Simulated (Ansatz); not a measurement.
Born–Oppenheimer molecular dynamics of a periodic cell of 19 atoms, Ba₄Y₂F₁₃ (host Ba2YF7, host structure C2/c, one F atom removed), cell charge +1. It starts from an unrelaxed structure (largest force component 2.36 eV/Å).

The calculation used DFT PBEsol, scalar-relativistic, plane waves, PAW in Ansatz. Settings: cutoff 420 eV, k mesh 2x2x1, fermi-dirac smearing 0.05 eV, no spin polarisation.

```json
{
  "ensemble": "NVT, Langevin thermostat",
  "time step": "2 fs",
  "steps asked": "100",
  "set temperature": "1500 K",
  "friction": "0.02 /fs",
  "seed": "889178"
}
```

Frames 10 fs apart, positions in Å, forces in eV/Å.

Velocities at 80.0 fs (Å/ps):

```
Ba -4.88 0.46 2.21
Ba -4.63 0.77 -4.07
Ba -1.81 4.57 -1.12
Ba -2.38 1.11 -3.00
Y -3.31 1.72 -2.56
Y -9.79 1.00 0.65
F -13.06 7.85 1.10
F -5.32 20.46 -7.59
F 19.64 -2.67 1.18
F -3.52 5.69 -2.75
F -0.51 12.13 4.70
F -8.50 8.48 -11.59
F 1.61 5.71 -2.38
F -1.99 -4.26 13.27
F -3.74 14.47 6.38
F 3.55 -3.85 2.89
F 2.10 -14.61 -2.71
F -0.49 6.91 -14.79
F -6.58 0.49 -4.80
```

```xyz
19
Lattice="6.9118 -3.4022 0.0000 6.9118 3.4022 0.0000 -4.7701 0.0000 6.7094" Properties=species:S:1:pos:R:3:forces:R:3 time_fs=80.0 energy_less_start_eV=0.831 T=1631
Ba 7.995 0.110 1.552 -0.12 0.32 0.67
Ba 5.760 0.062 4.975 -1.41 0.56 -0.75
Ba 3.223 0.362 1.508 0.35 -0.88 0.21
Ba 1.093 0.145 4.879 -0.51 0.17 -0.48
Y 5.495 -3.388 1.357 1.12 0.67 1.47
Y 3.054 3.627 5.103 1.44 -2.10 0.17
F 10.587 0.884 0.588 -0.20 0.17 0.44
F 8.047 -0.537 4.224 0.41 -0.38 -0.25
F 7.496 2.538 0.525 -0.64 -0.03 -0.78
F 6.012 1.711 3.018 0.24 0.74 -0.90
F 5.470 -0.751 1.751 0.57 -0.84 0.03
F 4.793 1.941 -0.041 0.46 -0.36 0.42
F 4.077 -1.603 6.693 -0.59 0.16 -1.09
F 3.425 2.856 2.864 0.57 -0.39 -0.48
F 3.393 1.063 5.122 -0.43 0.26 -0.01
F 3.093 -1.654 3.697 -0.37 1.36 0.02
F 1.306 -2.160 6.025 -0.02 -0.20 0.60
F 0.778 0.663 2.296 -0.75 0.55 0.89
F -1.638 -0.217 5.516 -0.13 0.24 -0.19
19
Lattice="6.9118 -3.4022 0.0000 6.9118 3.4022 0.0000 -4.7701 0.0000 6.7094" Properties=species:S:1:pos:R:3:forces:R:3 time_fs=90.0 energy_less_start_eV=1.473 T=1923
Ba 7.939 0.106 1.578 0.22 0.52 0.28
Ba 5.708 0.096 4.934 -2.03 0.92 -0.74
Ba 3.186 0.409 1.506 0.22 -1.07 -0.09
Ba 1.050 0.160 4.857 -0.32 0.04 -0.48
Y 5.458 -3.354 1.330 0.79 0.71 1.24
Y 2.972 3.619 5.106 3.07 -2.25 0.05
F 10.420 0.943 0.608 0.77 -0.24 0.57
F 8.016 -0.338 4.149 -0.14 -0.87 -0.51
F 7.634 2.523 0.500 -1.18 0.32 -0.06
F 6.027 1.783 2.973 0.18 0.92 -1.01
F 5.462 -0.663 1.813 0.32 -0.97 -0.18
F 4.757 2.061 -0.195 0.82 -0.63 1.08
F 4.062 -1.582 6.673 -0.54 0.27 -1.00
F 3.426 2.887 2.998 0.60 -0.61 -1.13
F 3.337 1.173 5.186 -0.77 -0.25 -0.41
F 3.146 -1.627 3.724 -0.42 1.68 0.04
F 1.312 -2.259 6.016 -1.03 0.82 1.45
F 0.772 0.796 2.229 -1.01 0.30 1.00
F -1.722 -0.264 5.500 0.44 0.39 -0.11
19
Lattice="6.9118 -3.4022 0.0000 6.9118 3.4022 0.0000 -4.7701 0.0000 6.7094" Properties=species:S:1:pos:R:3:forces:R:3 time_fs=100.0 energy_less_start_eV=1.786 T=1102
Ba 7.884 0.110 1.595 0.41 0.81 -0.35
Ba 5.673 0.135 4.888 -2.34 1.11 -0.44
Ba 3.147 0.434 1.498 0.13 -1.34 0.00
Ba 0.995 0.173 4.853 -0.16 -0.13 -0.52
Y 5.446 -3.341 1.322 0.61 1.36 1.48
Y 2.908 3.587 5.110 3.80 -1.21 -0.26
F 10.353 0.966 0.690 0.87 -0.45 0.18
F 7.980 -0.184 4.049 -0.29 -0.91 -0.28
F 7.684 2.563 0.507 -1.24 0.51 0.31
F 6.067 1.870 2.876 0.09 0.71 -0.73
F 5.415 -0.686 1.804 0.26 -0.69 -0.21
F 4.770 2.169 -0.254 0.73 -1.15 0.88
F 4.049 -1.589 6.681 -0.52 0.44 -1.20
F 3.483 2.933 3.111 0.50 -0.73 -1.52
F 3.283 1.291 5.212 -1.05 -0.75 -0.59
F 3.188 -1.516 3.696 -0.63 1.06 0.69
F 1.257 -2.321 6.018 -1.19 1.28 1.54
F 0.698 1.018 2.187 -0.84 -0.44 1.06
F -1.790 -0.321 5.492 0.88 0.52 -0.05
19
Lattice="6.9118 -3.4022 0.0000 6.9118 3.4022 0.0000 -4.7701 0.0000 6.7094" Properties=species:S:1:pos:R:3:forces:R:3 time_fs=110.0 energy_less_start_eV=1.129 T=1377
Ba 7.870 0.129 1.579 0.30 1.13 -0.87
Ba 5.636 0.173 4.850 -1.91 0.92 0.10
Ba 3.124 0.438 1.485 0.09 -1.19 0.08
Ba 0.943 0.197 4.855 -0.19 -0.25 -0.42
Y 5.448 -3.291 1.343 0.40 1.64 1.31
Y 2.895 3.579 5.101 2.71 -0.34 0.01
F 10.395 0.940 0.791 0.09 -0.38 -0.14
F 7.955 -0.100 3.980 0.04 -0.60 0.25
F 7.684 2.622 0.485 -0.93 0.71 0.48
F 6.075 1.963 2.759 0.31 0.04 -0.09
F 5.330 -0.750 1.757 0.41 -0.28 -0.07
F 4.826 2.202 -0.235 0.26 -1.26 0.28
F 4.058 -1.580 6.630 -0.60 0.41 -1.14
F 3.584 2.850 3.138 0.10 -0.05 -1.05
F 3.202 1.354 5.207 -0.89 -0.87 -0.50
F 3.135 -1.343 3.720 -0.63 0.22 0.76
F 1.116 -2.322 6.081 0.16 0.97 0.30
F 0.557 1.217 2.218 -0.38 -1.29 0.87
F -1.754 -0.349 5.520 0.67 0.45 -0.15
19
Lattice="6.9118 -3.4022 0.0000 6.9118 3.4022 0.0000 -4.7701 0.0000 6.7094" Properties=species:S:1:pos:R:3:forces:R:3 time_fs=120.0 energy_less_start_eV=0.840 T=1682
Ba 7.879 0.146 1.567 0.25 1.52 -1.33
Ba 5.600 0.231 4.824 -1.42 0.73 0.48
Ba 3.123 0.421 1.471 -0.11 -0.73 -0.21
Ba 0.884 0.218 4.837 -0.24 -0.33 -0.36
Y 5.446 -3.190 1.365 0.45 1.42 0.81
Y 2.890 3.570 5.074 2.07 -0.02 0.28
F 10.424 0.935 0.859 -0.83 -0.27 -0.30
F 7.961 -0.067 3.950 0.04 -0.28 0.53
F 7.686 2.679 0.451 -0.43 0.98 0.45
F 6.149 2.088 2.617 0.56 -0.80 0.76
F 5.271 -0.834 1.732 0.42 0.16 0.14
F 4.910 2.202 -0.178 -0.23 -1.09 -0.11
F 4.061 -1.497 6.479 -0.35 -0.12 -0.64
F 3.661 2.705 3.134 -0.14 0.46 -0.70
F 3.038 1.387 5.183 -0.39 -0.75 -0.31
F 3.050 -1.175 3.759 -0.47 -0.30 0.47
F 1.044 -2.300 6.116 0.70 0.90 -0.50
F 0.484 1.377 2.301 -0.11 -1.95 0.67
F -1.657 -0.473 5.515 0.24 0.46 -0.16
19
Lattice="6.9118 -3.4022 0.0000 6.9118 3.4022 0.0000 -4.7701 0.0000 6.7094" Properties=species:S:1:pos:R:3:forces:R:3 time_fs=130.0 energy_less_start_eV=0.887 T=1456
Ba 7.872 0.143 1.574 0.30 1.51 -1.19
Ba 5.557 0.296 4.784 -1.28 0.45 0.75
Ba 3.145 0.394 1.462 -0.31 -0.34 -0.37
Ba 0.841 0.228 4.815 -0.56 -0.50 -0.31
Y 5.474 -3.119 1.365 0.10 0.84 0.29
Y 2.895 3.569 5.052 1.37 -0.17 0.52
F 10.387 0.874 0.856 -0.82 -0.23 -0.08
F 7.917 -0.010 4.067 0.33 -0.29 -0.40
F 7.628 2.718 0.461 0.13 1.03 -0.06
F 6.208 2.151 2.547 0.59 -1.11 1.15
F 5.216 -0.868 1.714 0.45 0.42 0.29
F 4.980 2.183 -0.112 -0.49 -0.91 -0.21
F 4.062 -1.400 6.286 -0.25 -0.71 -0.07
F 3.675 2.573 3.121 -0.23 0.76 -0.36
F 2.891 1.324 5.128 0.45 0.37 0.21
F 2.933 -1.068 3.807 -0.23 -0.74 -0.04
F 1.063 -2.242 6.143 0.87 0.82 -0.46
F 0.405 1.447 2.428 0.00 -1.84 0.41
F -1.510 -0.634 5.540 -0.41 0.63 -0.08
19
Lattice="6.9118 -3.4022 0.0000 6.9118 3.4022 0.0000 -4.7701 0.0000 6.7094" Properties=species:S:1:pos:R:3:forces:R:3 time_fs=140.0 energy_less_start_eV=1.302 T=1003
Ba 7.851 0.153 1.574 0.13 1.04 -0.68
Ba 5.494 0.349 4.765 -1.12 -0.01 0.66
Ba 3.174 0.372 1.443 -0.48 -0.10 -0.35
Ba 0.801 0.212 4.801 -0.90 -0.30 -0.13
Y 5.508 -3.065 1.360 -0.15 0.14 -0.02
Y 2.922 3.584 5.011 0.11 -0.35 0.75
F 10.322 0.820 0.814 -0.37 -0.16 0.29
F 7.825 0.019 4.187 1.08 -0.57 -1.24
F 7.571 2.748 0.508 0.66 1.02 -0.77
F 6.267 2.163 2.503 0.29 -1.06 1.30
F 5.206 -0.882 1.766 0.33 0.49 0.28
F 5.033 2.182 -0.037 -0.69 -1.00 -0.25
F 4.070 -1.385 6.207 -0.29 -1.02 0.00
F 3.713 2.544 3.128 -0.23 0.96 -0.18
F 2.839 1.249 5.047 1.03 1.28 0.62
F 2.730 -1.021 3.839 0.36 -1.31 -0.47
F 1.082 -2.211 6.114 1.00 0.89 0.28
F 0.340 1.411 2.564 0.16 -1.00 -0.17
F -1.385 -0.760 5.598 -0.92 1.05 0.08
19
Lattice="6.9118 -3.4022 0.0000 6.9118 3.4022 0.0000 -4.7701 0.0000 6.7094" Properties=species:S:1:pos:R:3:forces:R:3 time_fs=150.0 energy_less_start_eV=1.389 T=820
Ba 7.823 0.161 1.581 0.16 0.88 -0.42
Ba 5.436 0.384 4.756 -0.93 -0.37 0.60
Ba 3.193 0.374 1.438 -0.34 -0.01 -0.42
Ba 0.764 0.184 4.791 -0.74 -0.04 0.20
Y 5.562 -3.031 1.392 -0.89 -0.52 -0.71
Y 2.939 3.576 5.002 -0.55 -0.07 0.69
F 10.303 0.781 0.785 -0.10 -0.06 0.61
F 7.749 0.012 4.274 1.58 -0.82 -1.65
F 7.579 2.864 0.516 0.68 0.68 -0.79
F 6.306 2.130 2.512 0.28 -0.81 1.01
F 5.260 -0.831 1.819 0.00 0.37 0.10
F 5.018 2.141 -0.018 -0.40 -0.70 0.17
F 4.103 -1.385 6.206 -0.43 -1.10 -0.09
F 3.821 2.596 3.136 -0.34 0.95 -0.01
F 2.850 1.232 4.998 0.84 1.35 0.61
F 2.605 -1.083 3.826 0.71 -1.39 -0.53
F 1.091 -2.185 6.114 1.07 0.89 0.78
F 0.249 1.375 2.640 0.49 -0.57 -0.31
F -1.331 -0.814 5.671 -1.09 1.34 0.14
19
Lattice="6.9118 -3.4022 0.0000 6.9118 3.4022 0.0000 -4.7701 0.0000 6.7094" Properties=species:S:1:pos:R:3:forces:R:3 time_fs=160.0 energy_less_start_eV=1.069 T=965
Ba 7.806 0.166 1.581 0.25 0.74 -0.22
Ba 5.376 0.380 4.749 -0.51 -0.22 0.63
Ba 3.209 0.379 1.440 -0.15 0.03 -0.64
Ba 0.747 0.163 4.774 -0.29 0.01 0.57
Y 5.596 -3.031 1.446 -1.55 -1.11 -1.26
Y 2.913 3.580 5.024 -0.42 0.09 0.39
F 10.289 0.719 0.769 0.08 -0.05 0.75
F 7.710 -0.073 4.360 1.44 -0.79 -1.68
F 7.643 2.985 0.484 0.33 0.21 -0.12
F 6.355 2.086 2.602 0.26 -0.38 0.42
F 5.314 -0.802 1.841 -0.35 0.33 -0.02
F 5.029 2.043 -0.028 -0.13 -0.42 0.67
F 4.126 -1.405 6.177 -0.53 -0.99 -0.03
F 3.880 2.648 3.182 -0.19 0.92 -0.29
F 2.916 1.276 4.970 0.10 0.69 0.59
F 2.535 -1.241 3.794 0.65 -0.93 -0.42
F 1.104 -2.184 6.166 0.93 0.88 0.74
F 0.165 1.330 2.682 0.95 -0.22 -0.17
F -1.323 -0.817 5.732 -0.88 1.22 0.07
19
Lattice="6.9118 -3.4022 0.0000 6.9118 3.4022 0.0000 -4.7701 0.0000 6.7094" Properties=species:S:1:pos:R:3:forces:R:3 time_fs=170.0 energy_less_start_eV=0.680 T=1412
Ba 7.804 0.154 1.594 0.32 0.67 -0.13
Ba 5.336 0.342 4.763 -0.06 0.18 0.64
Ba 3.213 0.397 1.451 -0.12 0.04 -0.73
Ba 0.715 0.157 4.794 0.31 -0.18 0.51
Y 5.626 -3.066 1.462 -2.37 -1.61 -1.00
Y 2.865 3.593 5.065 0.71 -0.10 -0.36
F 10.232 0.655 0.761 0.42 -0.09 0.51
F 7.748 -0.181 4.394 0.61 -0.63 -1.32
F 7.780 3.065 0.438 -0.25 -0.26 0.88
F 6.426 2.034 2.715 0.10 -0.09 -0.11
F 5.307 -0.764 1.876 -0.15 -0.11 0.01
F 5.095 1.877 -0.041 -0.01 0.10 1.01
F 4.150 -1.459 6.135 -0.51 -0.68 0.05
F 3.928 2.760 3.155 -0.08 0.62 -0.29
F 3.018 1.306 5.006 -0.51 0.24 0.33
F 2.514 -1.417 3.787 0.28 -0.09 -0.38
F 1.191 -2.181 6.250 0.38 0.83 0.26
F 0.112 1.214 2.671 1.45 0.53 0.23
F -1.352 -0.743 5.795 -0.53 0.63 -0.10
19
Lattice="6.9118 -3.4022 0.0000 6.9118 3.4022 0.0000 -4.7701 0.0000 6.7094" Properties=species:S:1:pos:R:3:forces:R:3 time_fs=180.0 energy_less_start_eV=0.766 T=872
Ba 7.818 0.139 1.606 0.16 0.65 0.04
Ba 5.303 0.312 4.801 0.33 0.34 0.35
Ba 3.228 0.424 1.486 0.06 -0.10 -0.85
Ba 0.707 0.147 4.820 0.26 -0.39 0.18
Y 5.633 -3.101 1.462 -2.76 -1.89 -0.69
Y 2.861 3.604 5.093 1.14 -0.63 -0.43
F 10.236 0.631 0.727 0.55 -0.19 0.46
F 7.785 -0.349 4.358 0.29 -0.14 -0.63
F 7.871 3.141 0.458 -0.61 -0.55 1.16
F 6.452 2.017 2.807 0.05 -0.20 -0.40
F 5.344 -0.741 1.921 -0.37 -0.13 -0.01
F 5.146 1.689 -0.018 -0.01 0.66 1.30
F 4.199 -1.515 6.143 -0.50 -0.39 0.00
F 3.955 2.839 3.136 -0.09 0.35 -0.29
F 3.038 1.354 5.082 -0.51 -0.13 0.13
F 2.489 -1.558 3.772 0.09 0.61 -0.52
F 1.272 -2.118 6.343 0.14 0.55 -0.50
F 0.055 1.129 2.663 2.03 0.97 0.79
F -1.423 -0.743 5.780 -0.24 0.61 -0.10
19
Lattice="6.9118 -3.4022 0.0000 6.9118 3.4022 0.0000 -4.7701 0.0000 6.7094" Properties=species:S:1:pos:R:3:forces:R:3 time_fs=190.0 energy_less_start_eV=0.838 T=1148
Ba 7.850 0.124 1.605 -0.26 0.49 0.30
Ba 5.275 0.308 4.844 0.57 0.34 -0.02
Ba 3.237 0.418 1.524 0.21 -0.13 -0.74
Ba 0.706 0.135 4.818 0.12 -0.35 -0.26
Y 5.585 -3.125 1.435 -1.43 -1.21 0.41
Y 2.904 3.598 5.132 0.87 -0.59 -0.45
F 10.258 0.586 0.707 0.78 -0.14 0.38
F 7.842 -0.465 4.271 0.19 0.24 0.14
F 7.969 3.183 0.508 -1.28 -0.78 0.96
F 6.531 1.983 2.875 -0.34 -0.01 -0.58
F 5.379 -0.723 2.003 -0.83 -0.07 0.05
F 5.188 1.536 0.045 -0.03 1.22 1.43
F 4.167 -1.571 6.198 -0.19 0.20 -0.23
F 3.959 2.907 3.158 0.13 0.21 -0.41
F 3.022 1.393 5.128 -0.27 -0.49 0.10
F 2.414 -1.641 3.796 0.21 0.87 -0.60
F 1.276 -1.944 6.431 0.30 -0.35 -0.55
F 0.061 1.137 2.636 1.38 0.21 0.25
F -1.506 -0.675 5.773 -0.15 0.35 -0.17
```

Of the whole run (200 fs, mean temperature of the second half 1225 K): The mean temperature of the second half is 18 % below the set value. A run of 0.2 ps of so small a system gives no equilibrium averages. Limits of this set-up: coarse k mesh, charged cell in a uniform background, uncorrected.

Time of the run: 10 min on 1 thread of Arm Neoverse V2, on a shared host, peak memory 0.71 GiB.
